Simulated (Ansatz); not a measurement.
A run of Ansatz 0.2.0 is set up as follows.

The input input.yaml:

```yaml
crystal:
  lattice:
    - [4.94251, 0.0, 0.0]
    - [0.0, 4.94251, 0.0]
    - [0.0, 0.0, 4.94251]
  atoms:
    - { symbol: Zr, position: [0.490449, 0.003108, 0.007595] }
    - { symbol: Zr, position: [-0.000932, 0.497648, 0.004365] }
    - { symbol: Zr, position: [-0.000937, 0.006111, 0.498296] }
    - { symbol: Mo, position: [-0.00274, -0.000471, -0.006046] }
    - { symbol: C, position: [0.493181, 0.507645, 0.500334] }
hamiltonian:
  xc: pbe
  pseudopotentials: { kind: paw }
kpoints:
  mp_grid: { grid: [6, 6, 6] }
scf:
  occupations: { method: fermi_dirac, width: 0.05 }
output:
  forces: true
  stress: true
  eigenvalues: true
```

Potentials or basis: Ansatz PAW.

Command:

```console
$ ansatz run input.yaml --threads 2 --pin off --max-ram 5120MiB --backend cpu --events-out ev --progress --plain --runs-dir out
```

(1) What does it give for the largest force?

(2) What does it give for the band gap on the k mesh?

(3) Predict the pressure.

Answers

(1) 0.457 eV/Å.

(2) none (metal or under the smearing width).

(3) -0.2 GPa.
